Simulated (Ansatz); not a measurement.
**CH7FOSi2: a ladder of functionals and wavefunction methods**

The task here is to estimate one member of a computed series from the others.

Program: Ansatz 0.2.0, Gaussian basis. Level of theory: functionals in def2-TZVPP, the program's frozen cores in correlated methods. These are calculated values, not measurements.

Levels to be run: PBE-D4, r2SCAN-D4, PBE0-D4, B3LYP-D4, ωB97X-V, ωB97M-V, B2PLYP; CCSD(T)/def2-TZVPP; MP2/def2-QZVPP; extrapolation to the limit.

## The relaxed structure

The geometry comes from an earlier relaxation with PBE0-D4 in a triple-zeta def2 set; it is a stationary point, not always the lowest conformer.

12 atoms, charge 0, spin multiplicity 1.

Atoms are counted from 1 here; the program's logs count them from 0.

Bond lengths: F1–Si2 1.597 Å, Si2–O3 1.626 Å, Si2–H6 1.474 Å, Si2–H7 1.483 Å, O3–C4 1.425 Å, C4–Si5 1.891 Å, C4–H8 1.096 Å, C4–H9 1.099 Å, Si5–H10 1.485 Å, Si5–H11 1.484 Å, Si5–H12 1.488 Å. Angles: F1–Si2–O3 110.9°, F1–Si2–H6 108.4°, F1–Si2–H7 106.1°, O3–Si2–H6 106.8°, O3–Si2–H7 110.5°, H6–Si2–H7 114.3°, Si2–O3–C4 124.1°, O3–C4–Si5 109.0°, O3–C4–H8 110.1°, O3–C4–H9 110.9°, Si5–C4–H8 110.1°, Si5–C4–H9 109.8°, H8–C4–H9 106.9°, C4–Si5–H10 109.7°, C4–Si5–H11 109.9°, C4–Si5–H12 108.5°, H10–Si5–H11 109.6°, H10–Si5–H12 109.5° and more.

Set-up of the first run:

in.yaml

```yaml
crystal:
  periodic: [false, false, false]
  atoms:
    - {symbol: F, position_ang: [-1.935097, -0.901602, 2.232889]}
    - {symbol: Si, position_ang: [-1.310825, 0.461953, 1.684760]}
    - {symbol: O, position_ang: [0.006466, 0.172164, 0.776071]}
    - {symbol: C, position_ang: [-0.028117, -0.451970, -0.504444]}
    - {symbol: Si, position_ang: [1.591079, -0.089221, -1.410343]}
    - {symbol: H, position_ang: [-0.863976, 1.265503, 2.837484]}
    - {symbol: H, position_ang: [-2.372475, 1.100980, 0.870175]}
    - {symbol: H, position_ang: [-0.163499, -1.534117, -0.392236]}
    - {symbol: H, position_ang: [-0.876968, -0.084337, -1.097201]}
    - {symbol: H, position_ang: [1.744589, 1.376253, -1.595978]}
    - {symbol: H, position_ang: [2.737534, -0.614517, -0.627224]}
    - {symbol: H, position_ang: [1.548289, -0.756088, -2.739854]}
basis:
  gaussian: {orbitals: def2-TZVPP}
hamiltonian: {xc: pbe, dispersion: d4}
output: {forces: true, orbitals: {seedname: orbitals}}
```

Command:

```sh
> ansatz run in.yaml --threads 4 --pin off --events-out ev --progress --plain --max-ram 10444MiB
```

Among the steps run: PBE-D4 (GGA); r2SCAN-D4 (meta-GGA); PBE0-D4 (hybrid); B3LYP-D4 (hybrid); ωB97X-V (range-separated); ωB97M-V (range-separated); B2PLYP (double hybrid); CCSD(T) in def2-TZVPP; MP2 in def2-QZVPP.

One of the session's tables, all rows but one given; the rest of the session is left out.

It belongs to the step «Atomisation energies». 

```
            method  atomisation energy (kJ/mol)
            PBE-D4                       4239.9
         r2SCAN-D4                       4233.4
           PBE0-D4                       4186.4
          B3LYP-D4                       4227.6
           ωB97X-V                       4259.5
           ωB97M-V                       4246.3
            B2PLYP                            ?
     HF/def2-TZVPP                       3169.8
    MP2/def2-TZVPP                       4189.4
   CCSD/def2-TZVPP                       4091.0
CCSD(T)/def2-TZVPP                       4138.9
           MP2/CBS                       4303.1
       CCSD(T)/CBS                       4252.6
```

**Question.** Estimate the row for B2PLYP.

The run gave: atomisation energy (kJ/mol): 4189.6. In the column «atomisation energy (kJ/mol)» it lies between MP2/def2-TZVPP (4189.4) and B3LYP-D4 (4227.6).
